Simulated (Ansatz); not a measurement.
## CH₄AlNS, SMILES [AlH2][N]=CS: harmonic frequencies at the relaxed geometry, step by step

Program: Ansatz 0.2.0 through its Python package.

Run as a notebook:

In [1]:
```python
import warnings

import ansatz
import numpy as np
```

In [2]:
```python
BASIS_SET = 'def2-SVP'
XC = 'pbe'
```

In [3]:
```python
warnings.simplefilter('ignore', ansatz.DeckWarning)
```

In [4]:
```python
ch4alns = (
    ansatz.Crystal.molecule()
    .atom('Al', (-0.3043, 1.649, -0.6352))
    .atom('N', (0.4398, -0.0336, -0.5271))
    .atom('C', (0.3105, -0.7587, 0.511))
    .atom('S', (1.1933, -2.3606, 0.5594))
    .atom('H', (-0.1911, 2.5479, -2.0))
    .atom('H', (-1.1804, 2.294, 0.5863))
    .atom('H', (-0.1796, -0.415, 1.4011))
    .atom('H', (0.004, -2.9801, 0.0487))
)
```

In [5]:
```python
calculation = ch4alns.calculation().basis(gaussian=BASIS_SET).functional(XC)
symbols = [site.symbol for site in ch4alns.cartesian_sites]
start = np.array([site.position_ang for site in ch4alns.cartesian_sites], dtype=float)
summary = calculation.relax(force_tolerance=0.003).run().report
end = np.array(summary['positions_ang'])
```

In [6]:
```python
print('bond        before    after (A)')
for i, j in [(0, 1), (0, 4), (0, 5), (1, 2), (2, 3), (2, 6), (3, 7)]:
    d0, d1 = (np.linalg.norm(xyz[i] - xyz[j]) for xyz in (start, end))
    print(f'{symbols[i]}{i}-{symbols[j]}{j}'.ljust(10), f'{d0:8.4f} {d1:8.4f}')
```
```text
bond        before    after (A)
Al0-N1       1.8430   1.7725
Al0-H4       1.6381   1.5936
Al0-H5       1.6357   1.5937
N1-C2        1.2728   1.2539
C2-S3        1.8297   1.7984
C2-H6        1.0727   1.1183
S3-H7        1.4349   1.3635
```

In [7]:
```python
minimum = ansatz.Crystal.molecule()
for symbol, xyz in zip(symbols, end):
    minimum = minimum.atom(symbol, xyz.tolist())
vibrating = (
    minimum.calculation()
    .basis(gaussian=BASIS_SET)
    .functional(XC)
    .phonons(temperatures=(200, 600, 100))
)
vib = vibrating.run().report['vibrations']
sums = vib['harmonic_sums']
modes = [m['omega_inv_cm'] for m in sums['modes_at_gamma'] if m['rigid_motion'] == 'no']
for number, w in enumerate(modes, start=1):
    print(f'mode {number:2d} {w:9.1f} 1/cm {w / 8065.544 * 1000:8.2f} meV')
print('imaginary modes:', sum(w < 0 for w in modes), ' zero-point energy:', round(sums['zero_point_energy_ev'], 4), 'eV')
print('T (K)   F_vib (eV)   S_vib (meV/K)   C_vib (meV/K)')
for row in zip(sums['temperatures_k'], sums['vibrational_free_energy_ev'], vib['entropy_ev_per_k'], vib['heat_capacity_ev_per_k']):
    print(f'{row[0]:6.1f} {row[1]:11.4f} {1000 * row[2]:13.4f} {1000 * row[3]:15.4f}')
```
```text
mode  1      86.5 1/cm    10.73 meV
mode  2     159.3 1/cm    19.76 meV
mode  3     229.5 1/cm    28.45 meV
mode  4     361.2 1/cm    44.78 meV
mode  5     363.1 1/cm    45.02 meV
mode  6     541.0 1/cm    67.07 meV
mode  7     556.6 1/cm    69.01 meV
mode  8     620.5 1/cm    76.94 meV
mode  9     722.4 1/cm    89.56 meV
mode 10     766.5 1/cm    95.04 meV
mode 11     847.1 1/cm   105.03 meV
mode 12     924.6 1/cm   114.63 meV
mode 13    1285.0 1/cm   159.32 meV
mode 14    1786.5 1/cm   221.50 meV
mode 15    1897.2 1/cm   235.22 meV
mode 16    1906.5 1/cm   236.38 meV
mode 17    2602.7 1/cm   322.69 meV
mode 18    2921.7 1/cm   362.24 meV
imaginary modes: 0  zero-point energy: 1.1517 eV
T (K)   F_vib (eV)   S_vib (meV/K)   C_vib (meV/K)
 200.0      1.1244        0.3384          0.4413
 300.0      1.0796        0.5576          0.6440
 400.0      1.0133        0.7645          0.7948
 500.0      0.9272        0.9548          0.9105
 600.0      0.8229        1.1293          1.0036
```

The frequencies are harmonic and unscaled, in a modest basis. The result belongs to the one conformer reached from this start, and soft torsions count as harmonic oscillators. Run time: 120 s on 1 thread of Arm Neoverse V2, with other jobs on the host, peak memory 0.22 GiB.

(Lines on the test bed's own set-up are left out of the output.)
